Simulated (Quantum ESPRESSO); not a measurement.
Runs of Quantum ESPRESSO 7.5 on Ge3Pd. It takes space group Pm-3m (No. 221, cubic). The conventional cell has a = 4.142 Å, b = 4.142 Å, c = 4.142 Å, α = 90.00°, β = 90.00°, γ = 90.00°. Around Pd (site symmetry m-3m) lie 12 Ge at 2.93 Å. Ge (site symmetry 4/mmm) has 4 Pd at 2.93 Å and 8 Ge at 2.93 Å as nearest neighbours. The cell comes from a database or a generator and needn't be the stable form of this composition.

```tsv
task	level	potentials or basis	cell	k mesh	cutoff (eV)	SCF threshold	form of the LDA correlation	symmetry	gap on the mesh (eV)	pressure (GPa)
band structure	PBEsol	GBRV 1.5 PBEsol	as given	7 × 7 × 7	612	8e-10 Ry	-	-	none	-4.9
single point	PBEsol	GBRV 1.5 PBEsol	as given	7 × 7 × 7	612	8e-10 Ry	-	-	none	-4.9
single point	PBEsol	GBRV 1.5 PBEsol	atoms moved at random, drawn with an rms of 0.05 Å	7 × 7 × 7	612	8e-10 Ry	-	-	none	-4.8
band structure	r2SCAN	SG15 PBE 1.2	as given	5 × 5 × 5	952	1e-08 Ry	-	off	none	-4.7
band structure	LDA	GBRV 1.5 LDA	as given	7 × 7 × 7	612	8e-10 Ry	PZ81	-	none	(a)
```

Alike in all rows: no spin polarisation; smearing fermi-dirac 0.05 eV.

Estimate the missing entries.

(a) -7.2.

Caveats: the potentials were made for another functional, which shifts forces and pressure (some runs).

A k mesh can miss the band edges, and the runs leave out spin-orbit coupling on Ge, Pd.

A gap of «none» marks a metal or a gap under the smearing width.

The runs don't all hold the same shells in valence.
